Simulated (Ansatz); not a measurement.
# Cs2C3: the cost of one run

Program: Ansatz 0.2.0. Level of theory: reference: DFT r2SCAN, plane waves, PAW, scalar-relativistic, no spin polarisation. These are calculated values, not measurements.

### 1 Starting point

It takes space group Fmmm (No. 69, orthorhombic). Conventional cell: a = 8.830 Å, b = 9.330 Å, c = 14.033 Å, α = 90.00°, β = 90.00°, γ = 90.00°. Cs (site symmetry 222) is surrounded by 8 C at 3.46 to 3.54 Å. C (site symmetry m) is surrounded by 2 C at 2.00 Å. Around C (site symmetry mm2) lie 2 C at 2.00 Å. Around Cs (site symmetry m2m) lie 10 C at 3.35 to 3.48 Å.

Structure file:

```
Cs C
1.0
    -4.66485    0.00000    4.41505
     4.66485    0.00000    4.41505
     0.00000    7.01646    4.41505
Cs C
4 6
Direct
  0.75000 0.25000 0.50000
  0.25000 0.75000 0.50000
  0.71227 0.28773 0.00000
  0.28773 0.71227 0.00000
  0.12460 0.12460 0.14240
  0.26700 0.26700 0.85760
  0.87540 0.87540 0.85760
  0.73300 0.73300 0.14240
  0.85650 0.85650 0.28700
  0.14350 0.14350 0.71300
```

### 2 Reference

Input file input.yaml:

```yaml
crystal:
  lattice:
    - [-4.664852, 0.0, 4.415049]
    - [4.664852, 0.0, 4.415049]
    - [0.0, 7.016457, 4.415049]
  atoms:
    - { symbol: Cs, position: [0.75, 0.25, 0.5] }
    - { symbol: Cs, position: [0.25, 0.75, 0.5] }
    - { symbol: C, position: [0.1246, 0.1246, 0.1424] }
    - { symbol: C, position: [0.267, 0.267, 0.8576] }
    - { symbol: C, position: [0.8754, 0.8754, 0.8576] }
    - { symbol: C, position: [0.733, 0.733, 0.1424] }
    - { symbol: C, position: [0.8565, 0.8565, 0.287] }
    - { symbol: C, position: [0.1435, 0.1435, 0.713] }
    - { symbol: Cs, position: [0.71227, 0.28773, 0.0] }
    - { symbol: Cs, position: [0.28773, 0.71227, 0.0] }
  symmetry: { tolerance: 0.0003 }
kpoints:
  mp_grid: { grid: [3, 3, 3], shift: [0, 0, 0] }
magnetization:
  spin_polarized: false
scf:
  occupations: { method: fermi_dirac }
hamiltonian:
  pseudopotentials: { kind: paw }
  xc: r2scan
basis:
  ecutwfc: 500
output:
  forces: true
  stress: true
  eigenvalues: true
```

Command:

```console
> ansatz run input.yaml --threads 1 --pin off --max-ram 2560MiB --backend cpu --events-out ev --progress --plain --runs-dir out
```

**Question.** How long does this run take on 1 thread of Arm Neoverse V2, shared host, and how much memory does it need?

About 21 s, with a peak of 1.1 GiB.
